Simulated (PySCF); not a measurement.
# C3HN3Si: the cost of one run

Programs: PySCF 2.14.0, with density-fitted response routines of our own. Each step states its level of theory. These are calculated values for one molecule in the gas phase, unless marked as measured. Atoms count from 0, in the outputs and in this text.

## Step 1: The starting structure

8 atoms, charge 0, multiplicity 1; geometry from: GFN2-xTB. The atoms were then displaced at random by about 0.01 Å, so the start is not that level's minimum.

Bonds of the start (Å): N0–C1 1.12, C1–Si2 1.86, Si2–C3 1.91, C3–N4 1.12, Si2–C5 1.85, C5–N6 1.14, Si2–H7 1.46.

## Step 2: Geometry optimisation at PBE0-D3(BJ)/def2-SVP

Job settings and geometry (Å):

```
{"job": {"xc": "PBE0", "basis": "def2-SVP", "d3": "d3bj", "grid": 1, "shake": 0.01, "kind": "geom"}, "charge": 0, "multiplicity": 1}
N     -0.431260     2.748860    -0.495750
C     -0.277660     1.703860    -0.127640
Si    -0.002130    -0.023230     0.506840
C      1.635080    -0.602810    -0.285040
N      2.576140    -0.974640    -0.763710
C     -1.346300    -1.067570    -0.214190
N     -2.172130    -1.723840    -0.638810
H      0.073400    -0.079760     1.965830
```

Started as:

```bash
> OMP_NUM_THREADS=1 python probes_run.py task.json out
```

The driver reads the jobs from task.json and runs them one after another.

**Question.** How long does this first job take on 1 thread of Arm Neoverse V1, shared host, and how much memory does it need?

About 31 s, with a peak of 0.43 GiB.
